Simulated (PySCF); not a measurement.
**AlTl−: from the state search to spectroscopic constants**

One table from this session's results is given with a row withheld; the runs are named, their logs left out.

The runs use PySCF 2.14.0; Al def2-SVPD, Tl def2-SVPD with ECP60, scalar-relativistic core potentials.

8 further runs of the same task are left out: 8 set aside as unsound or not needed.

Set-up of the first run:

The job is set up so:

- atoms: Al, Tl
- charge: -1
- basis: Al def2-SVPD, Tl def2-SVPD with ECP60
- Hamiltonian: scalar-relativistic core potentials
- basis functions: 56
- electrons treated: 35
- masses in u: 26.9815, 204.9744
- levels: PBE0, PBE, r²SCAN
- grid: 80 radial by 434 angular points
- occupations: held fixed by the projection of orbital angular momentum
- dissociation limit: Al− + Tl, each in its ground configuration
- starting distance in angstrom: 2.725
- values of 2S to try: 1, 3

Run with:

```console
$ OMP_NUM_THREADS=1 python dia.py task.json out
```

Steps of the session up to this table: The job; PBE0 along the bond; PBE; r²SCAN (meta-GGA).

One table of the session follows, with a row left open; its other results are not shown here.

It belongs to the step «The curves together». Energy (eV) from each level's lowest point:

| R (Å) | PBE | r²SCAN | PBE0 |
| --- | --- | --- | --- |
| 2.346 | 0.537 | 0.479 | 0.490 |
| 2.455 | 0.249 | 0.207 | 0.213 |
| 2.564 | 0.086 | 0.062 | 0.064 |
| 2.646 | 0.024 | 0.012 | 0.013 |
| 2.728 | 0.000 | 0.000 | 0.000 |
| 2.810 | 0.005 | 0.016 | 0.016 |
| 2.919 | 0.043 | 0.070 | 0.072 |
| 3.055 | ? | ? | ? |
| 3.219 | 0.258 | 0.322 | 0.333 |
| 3.437 | 0.453 | 0.542 | 0.565 |

**Question.** Estimate the row for R (Å) = 3.055.

Worked estimate for «PBE». A straight line through the neighbours (2.919, 0.043) and (3.219, 0.258) gives 0.043 + (0.258 − 0.043) × (3.055 − 2.919) / (3.219 − 2.919) = 0.140; a parabola fitted to 4 rows on both sides gives 0.132.

**Answer.** PBE: 0.127; r²SCAN: 0.172; PBE0: 0.177. In «PBE» the line misses by +0.013 and the parabola by +0.005.
